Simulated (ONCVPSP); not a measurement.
# Pseudopotential generation for Ge: ONCV, PBE

Task: generate the file, and judge it by its errors in other configurations, its logarithmic derivatives, its ghosts and its cutoff.

The numbers are computed with ONCVPSP 4.0.1.1 (patched build) (PBE, scalar-relativistic, spin-unpolarised reference atom).

## (1) Settings

Typed settings, in words:

```
element                 : germanium (Ge, Z = 32)
type                    : optimised norm-conserving Vanderbilt (ONCV)
frozen core             : [Ne]
valence charge          : 22
reference configuration : 3s2 3p6 3d10 4s2 4p2
partial waves           : 3s+4s: rc 1.25 bohr, ncon 4, nbas 8, qcut 8.3 1/bohr, 2 projectors; 3p+4p: rc 1.30 bohr, ncon 4, nbas 9, qcut 12.3 1/bohr, 2 projectors; 3d: rc 0.85 bohr, ncon 3, nbas 8, qcut 16 1/bohr, 2 projectors, debl 0.6 Ha
local potential         : polynomial inside 0.60 bohr (lpopt 4, dvloc0 4 Ha)
core correction         : Teter function, fcfact 2.25, rcfact 1.3
```

An earlier all-electron run gives the scale for the radii.

All-electron outer shells of the reference configuration (PBE, scalar-relativistic, ld1.x):

```tsv
shell	level (eV)	outermost node (bohr)	outermost maximum (bohr)
2s	-1371.79	0.06	0.18
2p	-1198.71	–	0.14
3s	-168.49	0.26	0.54
3p	-115.62	0.23	0.54
3d	-29.31	–	0.50
4s	-11.73	0.77	1.75
4p	-3.90	0.82	2.22
```

## (2) Generation

Ge.dat reads:

```
# ATOM AND REFERENCE CONFIGURATION
# atsym  z   nc   nv     iexc    psfile
  Ge 32.00    3    5        4      upf
#
#   n    l    f
    1    0    2.00
    2    0    2.00
    2    1    6.00
    3    0    2.00
    3    1    6.00
    3    2   10.00
    4    0    2.00
    4    1    2.00
#
# PSEUDOPOTENTIAL AND OPTIMIZATION
# lmax
    2
#
#   l,   rc,      ep,       ncon, nbas, qcut
    0    1.25    0.00    4    8    8.30
    1    1.30    0.00    4    9   12.30
    2    0.85    0.00    3    8   16.00
#
# LOCAL POTENTIAL
# lloc, lpopt,  rc(5),   dvloc0
    4    4    0.60    4.00
#
# VANDERBILT-KLEINMAN-BYLANDER PROJECTORs
# l, nproj, debl
    0    2    2.70
    1    2    0.70
    2    2    0.60
#
# MODEL CORE CHARGE
# icmod, fcfact, rcfact
    3    2.25    1.30
#
# LOG DERIVATIVE ANALYSIS
# epsh1, epsh2, depsh
   -8.00    5.00    0.04
#
# OUTPUT GRID
# rlmax, drl
    6.00    0.01
#
# TEST CONFIGURATIONS
# ncnf
    4
# nvcnf
#   n    l    f
    5
    3    0    2.00
    3    1    6.00
    3    2   10.00
    4    0    2.00
    4    1    1.00
#
    5
    3    0    2.00
    3    1    6.00
    3    2   10.00
    4    0    2.00
    4    1    0.00
#
    5
    3    0    2.00
    3    1    6.00
    3    2   10.00
    4    0    1.00
    4    1    0.00
#
    5
    3    0    2.00
    3    1    6.00
    3    2    9.00
    4    0    2.00
    4    1    2.00
#
```

Run with:

```sh
$ oncvpsp.x < Ge.dat > Ge.out
```

Q: Predict the outcome of this session. Wanted: cutoffs for 1 and 0.1 mHa per electron, occupied waves; bound ghosts; GHOST(+) flags; largest test error; largest phase difference near zero energy, channels read; rms error of d²Exc/dn², without and with the model core; projector energies reset by the program.

As calculated:

```
                                                quantity                                               value
  cutoffs for 1 and 0.1 mHa per electron, occupied waves                                   112 Ha and 126 Ha
                                            bound ghosts                                          none found
                                          GHOST(+) flags                                  none at low energy
                            largest test error (AE − PS)  +84 meV, for 3s2 3p6 3d9 4s2 4p2 (1 test unsolved)
largest phase difference near zero energy, channels read                                           0.000 rad
 rms error of d²Exc/dn², without and with the model core                                   3.41 and 1.31 mHa
                 projector energies reset by the program                                 d: -1.077, 0.250 Ha
```

**Reading.** By total energies transferability is fair where solved: the largest error is 84 meV on 38.7 eV, for 3s2 3p6 3d9 4s2 4p2. Of the tests 1 gave no usable energy difference, which is a warning in itself. The potential is very hard: the looser tolerance needs 112 Ha. At the looser tolerance the 3d wave is the slowest; 3p needs 51 Ha. It is free of bound ghosts as far as tested. Near zero energy the phases of the channels with partial waves agree within 0.001 rad. These are tests on the free atom; a crystal test is still owed.
